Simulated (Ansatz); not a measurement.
# Alloy of AlP and GaP (4 of 32 Al sites exchanged), 64 atoms

Aim: relax the alloy cell and compare the gap by PBEsol.

Program: Ansatz 0.2.0, PAW, plane waves. These are calculated values, not measurements.

### 1 Starting point

64 atoms (28 Al, 4 Ga, 32 P); a = 10.932 Å, b = 10.932 Å, c = 10.932 Å, α = 90.00°, β = 90.00°, γ = 90.00°. All atoms were shaken off their sites by about 0.02 Å along each axis.

The runs, in order: (2) PBEsol cell relaxation at the single k point (¼, ¼, ¼), on 1 × NVIDIA GB300 Max-Q with 8 threads of Arm Neoverse-V2.

### 2 PBEsol relaxation of the cell and the positions

Contents of in.yaml:

```yaml
crystal:
  lattice:
    - [10.932437, 0.000000, 0.000000]
    - [0.000000, 10.932437, 0.000000]
    - [0.000000, 0.000000, 10.932437]
  atoms:
    - { symbol: Al, position: [0.998173, 0.999755, 0.998594] }
    - { symbol: Al, position: [0.000272, 0.999994, 0.500957] }
    - { symbol: Al, position: [0.999704, 0.497816, 0.000259] }
    - { symbol: Al, position: [0.999757, 0.500860, 0.498992] }
    - { symbol: Al, position: [0.498161, 0.997773, 0.500885] }
    - { symbol: Al, position: [0.499497, 0.501984, 0.999336] }
    - { symbol: Al, position: [0.498272, 0.501845, 0.498857] }
    - { symbol: Al, position: [0.250309, 0.249540, 0.000680] }
    - { symbol: Al, position: [0.251985, 0.250706, 0.499866] }
    - { symbol: Al, position: [0.254165, 0.751656, 0.000227] }
    - { symbol: Al, position: [0.250176, 0.746636, 0.500216] }
    - { symbol: Al, position: [0.751168, 0.250738, 0.496402] }
    - { symbol: Al, position: [0.751751, 0.751388, 0.003803] }
    - { symbol: Al, position: [0.754857, 0.750435, 0.501454] }
    - { symbol: Al, position: [0.249261, 0.002166, 0.249191] }
    - { symbol: Al, position: [0.247492, 0.996738, 0.750461] }
    - { symbol: Al, position: [0.250992, 0.500374, 0.251171] }
    - { symbol: Al, position: [0.246652, 0.497722, 0.750836] }
    - { symbol: Al, position: [0.747935, 0.000654, 0.749078] }
    - { symbol: Al, position: [0.750234, 0.496692, 0.250193] }
    - { symbol: Al, position: [0.745334, 0.501773, 0.748200] }
    - { symbol: Al, position: [0.001380, 0.246696, 0.250406] }
    - { symbol: Al, position: [0.998680, 0.250799, 0.747311] }
    - { symbol: Al, position: [0.001653, 0.747222, 0.249561] }
    - { symbol: Al, position: [0.001640, 0.751802, 0.751221] }
    - { symbol: Al, position: [0.499369, 0.250053, 0.751057] }
    - { symbol: Al, position: [0.502202, 0.748197, 0.248899] }
    - { symbol: Al, position: [0.498250, 0.748690, 0.750398] }
    - { symbol: Ga, position: [0.497051, 0.001738, 0.000067] }
    - { symbol: Ga, position: [0.749802, 0.251522, 0.999660] }
    - { symbol: Ga, position: [0.751651, 0.997023, 0.247928] }
    - { symbol: Ga, position: [0.500897, 0.249751, 0.249439] }
    - { symbol: P, position: [0.128155, 0.123727, 0.124867] }
    - { symbol: P, position: [0.127611, 0.125302, 0.621375] }
    - { symbol: P, position: [0.122796, 0.627309, 0.123641] }
    - { symbol: P, position: [0.122764, 0.624388, 0.628967] }
    - { symbol: P, position: [0.625569, 0.125773, 0.126877] }
    - { symbol: P, position: [0.628566, 0.127203, 0.626811] }
    - { symbol: P, position: [0.624472, 0.625442, 0.122771] }
    - { symbol: P, position: [0.622638, 0.625780, 0.626838] }
    - { symbol: P, position: [0.375012, 0.372720, 0.126797] }
    - { symbol: P, position: [0.373115, 0.376037, 0.622902] }
    - { symbol: P, position: [0.375756, 0.876593, 0.129713] }
    - { symbol: P, position: [0.373516, 0.874863, 0.626428] }
    - { symbol: P, position: [0.871071, 0.374747, 0.123078] }
    - { symbol: P, position: [0.873041, 0.375499, 0.624823] }
    - { symbol: P, position: [0.872274, 0.876996, 0.125292] }
    - { symbol: P, position: [0.875006, 0.874535, 0.626176] }
    - { symbol: P, position: [0.373319, 0.124168, 0.378506] }
    - { symbol: P, position: [0.373782, 0.124011, 0.875822] }
    - { symbol: P, position: [0.373939, 0.622997, 0.376349] }
    - { symbol: P, position: [0.374481, 0.626040, 0.874676] }
    - { symbol: P, position: [0.875457, 0.125535, 0.374732] }
    - { symbol: P, position: [0.874813, 0.125547, 0.877277] }
    - { symbol: P, position: [0.875510, 0.624563, 0.373215] }
    - { symbol: P, position: [0.874837, 0.626671, 0.874374] }
    - { symbol: P, position: [0.127696, 0.375325, 0.376581] }
    - { symbol: P, position: [0.126680, 0.374238, 0.872897] }
    - { symbol: P, position: [0.124864, 0.873762, 0.374537] }
    - { symbol: P, position: [0.127911, 0.876668, 0.874841] }
    - { symbol: P, position: [0.623704, 0.371983, 0.371110] }
    - { symbol: P, position: [0.621915, 0.371030, 0.873615] }
    - { symbol: P, position: [0.625036, 0.876497, 0.373967] }
    - { symbol: P, position: [0.627826, 0.872421, 0.875628] }
  symmetry: { detect: false }
kpoints:
  mp_grid: { grid: [1, 1, 1], shift: [0.25, 0.25, 0.25] }
hamiltonian:
  xc: pbesol
scf:
  occupations: { method: fermi_dirac, width: 0.01 }
relax:
  f_tol: 0.03
  max_steps: 80
  escape_saddle: false
  adjacent_minimum: "off"
  cell: { fix: [shape] }
output:
  forces: true
  eigenvalues: true
  populations: true
```

Started as:

```bash
ansatz run in.yaml --threads 8 --pin off --max-ram 118750MiB --runs-dir r --events-out ev --progress --plain --backend cuda --devices 0,
```

Before running it: what results should come out? Wanted: for each run, top filled to lowest empty.

**Answer**, as computed:

```
             level         time  top filled to lowest empty (eV)
PBEsol, relaxation  6.5 s (GPU)                             2.06
```

| quantity | value |
| --- | --- |
| relaxation | 4 recorded steps, 0.43 eV gained |
| largest shift | 0.06 Å (Al14 and others alike) |
| relaxed cell | a = 10.934 Å, b = 10.934 Å, c = 10.934 Å, α = 90.00°, β = 90.00°, γ = 90.00° |
| mean bonds | Al–P 2.368, Ga–P 2.363 Å |

Relaxation gains 0.43 eV, with shifts up to 0.06 Å (Al14 and others alike), while the volume changes by +0.0 %. The mean lengths differ by only 0.00 Å, over all coordinations together. With one k point the spacing samples only the states that fold onto it, so it can exceed the gap over the zone.
